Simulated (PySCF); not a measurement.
# ClF3Zr (ZrClF3): the cost of one run

Computed with PySCF 2.14.0 and routines of our own; the level stands in each step. Atoms count from 0.

1 further run of the same task is left out (for a basis unfit for spin-orbit shieldings).

## 1. The system as given

5 atoms, charge 0, multiplicity 1; geometry from: GFN2-xTB.

## 2. Geometry optimisation at PBE0-D3(BJ)/def2-SVP

What the job is given:

```
{"job": {"xc": "PBE0", "basis": "def2-SVP", "d3": "d3bj", "grid": 1, "maxiter": 30, "kind": "geom"}, "charge": 0, "multiplicity": 1}
Zr    -0.000440     0.001030    -0.160780
Cl     0.007450    -0.014520     2.082940
F      1.773850     0.008930    -0.647370
F     -0.894210     1.540550    -0.626390
F     -0.886640    -1.535990    -0.648400
```

Command:

```sh
> OMP_NUM_THREADS=1 python heavy_run.py task.json out
```

This one command runs all jobs of the session in turn.

Q: Estimate the wall time and peak memory of this first job on 1 thread of Arm Neoverse V2, shared host.

About 40 s, with a peak of 0.36 GiB.
